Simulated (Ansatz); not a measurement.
**VC (quartet): wave-function methods side by side, def2-SVP**

How much of the correlation energy of VC (quartet) does each wave-function method recover here?

Method: def2-SVP, core rule «outside noble gas», up to 10 orbitals frozen; program: Ansatz 0.2.0, Gaussian basis.

Plan: UHF; CCSD(T) on ROHF; CCSD(T) on UHF; CISD as a restricted active space (open shells left free, so some higher excitations enter); CCSDT(Q) on ROHF; CCSDT(Q) on UHF; CCSDTQ on ROHF.

13 further runs of the same task are left out: 8 for a known fault of the program, 5 set aside as unsound or not needed. Runs told in other sessions of the task aren't counted.

**1. The system**

The geometry is a PBE0/def2-TZVP stationary point (not a proven minimum) of the parent state, kept for this charge and spin.

2 atoms, charge 0, spin multiplicity 4.

Atoms are counted from 1 here; the program's logs count them from 0.

Bond lengths: V1–C2 1.572 Å.

Coordinates:

```xyz
2

V     0.0000    0.0000    0.0000
C     0.0000    0.0000    1.5716
```

**2. UHF**

File in.yaml:

```yaml
crystal:
  periodic: [false, false, false]
  atoms:
    - {symbol: V, position_ang: [0.000000, 0.000000, 0.000000]}
    - {symbol: C, position_ang: [0.000000, 0.000000, 1.571600]}
basis:
  gaussian: {orbitals: def2-SVP}
magnetization: {spin_polarized: true, initial_magnetization: 3}
hamiltonian: {xc: hf}
output: {orbitals: {seedname: orbitals}}
```

Started as:

```console
> ansatz run in.yaml --threads 1 --pin off --events-out ev --progress --plain --max-ram 2816MiB --backend cpu
```

After this run come: CCSD(T) on ROHF; CCSD(T) on UHF; CISD as a restricted active space (open shells left free, so some higher excitations enter); CCSDT(Q) on ROHF; CCSDT(Q) on UHF; CCSDTQ on ROHF.

Before running them: what should the planned runs give, taken together? Wanted: RCCSDTQ from the RHF energy; RMP2 from RCCSDTQ; UMP2 from RCCSDTQ; RCCSD from RCCSDTQ; RCCSD(T) from RCCSDTQ; UCCSD(T) from RCCSDTQ; RCCSDT(Q) from RCCSDTQ; UCCSDT(Q) from RCCSDTQ; T1 diagnostic.

The runs gave:

| quantity | value |
| --- | --- |
| RCCSDTQ from the ROHF energy | -8.2589 eV |
| RMP2 from RCCSDTQ | +39.8 kJ/mol |
| UMP2 from RCCSDTQ | +229.9 kJ/mol |
| RCCSD from RCCSDTQ | +66.2 kJ/mol |
| RCCSD(T) from RCCSDTQ | +10.4 kJ/mol |
| UCCSD(T) from RCCSDTQ | +13.4 kJ/mol |
| RCCSDT(Q) from RCCSDTQ | -0.8 kJ/mol |
| UCCSDT(Q) from RCCSDTQ | -5.6 kJ/mol |
| levels within 1 kcal/mol (43 meV) | UCCSDT, RCCSDT(Q) |
| T1 diagnostic | 0.076 |

In words: RCCSD(T) lands +10.4 kJ/mol from the yardstick (1.3 % of the correlation energy). CCSD(T) misses by +10.4 kJ/mol on the restricted determinant and by +13.4 kJ/mol on the unrestricted one; the two need not hold the same state or core. These misses are within one basis, not against nature; the frozen cores of restricted and unrestricted runs differ, which can shift their rows.
